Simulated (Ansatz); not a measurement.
# H8N4Ti: the cost of one run

Computed with Ansatz 0.2.0, Gaussian basis. Level: the settings change from run to run.

### 1 The geometry

The geometry comes from an earlier relaxation with PBE0-D4 in a triple-zeta def2 set; it is a stationary point, not always the lowest conformer.

SMILES `[NH2][Ti]([NH2])([NH2])[NH2]`, 13 atoms, charge 0, spin multiplicity 1.

Atoms are counted from 1 here; the program's logs count them from 0.

Bond lengths: N1–Ti2 1.893 Å, N1–H6 1.011 Å, N1–H7 1.009 Å, Ti2–N3 1.893 Å, Ti2–N4 1.893 Å, Ti2–N5 1.893 Å, N3–H8 1.011 Å, N3–H9 1.009 Å, N4–H10 1.009 Å, N4–H11 1.011 Å, N5–H12 1.011 Å, N5–H13 1.009 Å. Angles: Ti2–N1–H6 123.0°, Ti2–N1–H7 126.6°, H6–N1–H7 110.1°, N1–Ti2–N3 110.0°, N1–Ti2–N4 108.3°, N1–Ti2–N5 109.9°, N3–Ti2–N4 110.2°, N3–Ti2–N5 108.3°, N4–Ti2–N5 110.0°, Ti2–N3–H8 122.9°, Ti2–N3–H9 126.7°, H8–N3–H9 110.1°, Ti2–N4–H10 126.7°, Ti2–N4–H11 123.0°, H10–N4–H11 110.1°, Ti2–N5–H12 123.0°, Ti2–N5–H13 126.6°, H12–N5–H13 110.1°.

### 2 BLYP/def2-TZVP

Options: atoms shaken by 0.03 Å.

in.yaml reads:

```yaml
crystal:
  periodic: [false, false, false]
  atoms:
    - {symbol: N, position_ang: [-1.444573, 1.171781, 0.325725]}
    - {symbol: Ti, position_ang: [0.085277, -0.036283, 0.038710]}
    - {symbol: N, position_ang: [-0.306863, -1.618488, 0.947702]}
    - {symbol: N, position_ang: [0.147882, -0.318763, -1.827096]}
    - {symbol: N, position_ang: [1.614405, 0.781732, 0.604012]}
    - {symbol: H, position_ang: [-1.613690, 1.982296, -0.350441]}
    - {symbol: H, position_ang: [-2.154644, 1.108406, 1.008278]}
    - {symbol: H, position_ang: [-0.071873, -1.728786, 1.878204]}
    - {symbol: H, position_ang: [-0.578540, -2.523859, 0.538858]}
    - {symbol: H, position_ang: [0.958731, -0.322719, -2.400734]}
    - {symbol: H, position_ang: [-0.733439, -0.405407, -2.477679]}
    - {symbol: H, position_ang: [2.469177, 0.232406, 0.863694]}
    - {symbol: H, position_ang: [1.847276, 1.737855, 0.866401]}
basis:
  gaussian: {orbitals: def2-TZVP}
hamiltonian: {xc: {name: BLYP}}
```

The run is started by

```sh
$ ansatz run in.yaml --threads 2 --pin off --events-out ev --progress --plain --max-ram 22528MiB --backend cpu
```

What time and memory should one allow on 2 threads of AMD EPYC 7R13, shared host?

About 3.7 s, with a peak of 0.32 GiB.
